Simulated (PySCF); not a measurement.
# From one method to the next for BeH2

Starting from one script, swap the method and compare what comes out for BeH2.

Computed with PySCF 2.14.0. Level: method and basis as typed in the scripts.

## Step 1: The starting structure

BeH2: 3 atoms, charge 0, spin multiplicity 1.

Bond lengths: Be1–H2 1.311 Å, Be1–H3 1.311 Å. Angles: H2–Be1–H3 180.0°.

Geometry (Å):

```xyz
3
charge 0, multiplicity 1
Be    0.0000    0.0000    0.0000
H     0.0000    0.0000    1.3111
H     0.0000    0.0000   -1.3111
```

## Step 2: The run that the others are compared with

The input, input.py:

```python
from pyscf import gto, scf, mcscf

mol = gto.M(
    atom='Be 0 0 0; H 0 0 1.3111; H 0 0 -1.3111',
    basis='6-31+g*',
    charge=0,
    spin=0,
    verbose=4,
)
mf = scf.RHF(mol)
mf.kernel()
mc = mcscf.CASSCF(mf, 4, 6)
mc.kernel()
mc.analyze()
mf.dip_moment()
print('orbital energies (hartree):', mf.mo_energy[..., max(0, mol.nelec[1]-3):mol.nelec[0]+3].round(4))
```

The run is started by

```console
$ OMP_NUM_THREADS=1 python input.py
```

## Step 3: Frequency run

Edit 1 changes step after the SCF: casscf → frequency.

input.py: that of step 2 with these lines changed.

```diff
@@ -1,2 +1,3 @@
-from pyscf import gto, scf, mcscf
+from pyscf import gto, scf
+from pyscf.hessian import thermo
 
@@ -11,5 +12,4 @@
 mf.kernel()
-mc = mcscf.CASSCF(mf, 4, 6)
-mc.kernel()
-mc.analyze()
+hess = mf.Hessian().kernel()
+print('wavenumber (cm^-1) =', thermo.harmonic_analysis(mol, hess)['freq_wavenumber'].round(1))
 mf.dip_moment()
```

## Step 4: Slater, (RKS)

Edit 2 changes functional: none (Hartree–Fock) → slater,; SCF type: RHF → RKS; step after the SCF: casscf → analyze.

The input, input.py:

```python
from pyscf import gto, dft

mol = gto.M(
    atom='Be 0 0 0; H 0 0 1.3111; H 0 0 -1.3111',
    basis='6-31+g*',
    charge=0,
    spin=0,
    verbose=4,
)
mf = dft.RKS(mol, xc='slater,')
mf.kernel()
mf.analyze()
print('orbital energies (hartree):', mf.mo_energy[..., max(0, mol.nelec[1]-3):mol.nelec[0]+3].round(4))
```

Q: Predict the outcome of this session. Wanted: for each run, E(SCF); from base; gap; SCF dipole; after the SCF.

As calculated:

```
                        run  E(SCF) (hartree)  from base (eV)  cycles  gap (eV)  SCF dipole (D)                 after the SCF
                       base        -15.766221               0       6     13.16            0.00  CASSCF correlation -0.073 eV
              frequency run        -15.766221          0.0000       6     13.16            0.00        highest mode 2432 cm⁻¹
slater, (RKS) (poor choice)        -15.319463  not comparable       6      5.34            0.00                           n/a
```

What this shows: Total energies of different functionals can't be compared with each other; differences within one functional can. Rows marked «poor choice» come from settings spoiled on purpose.
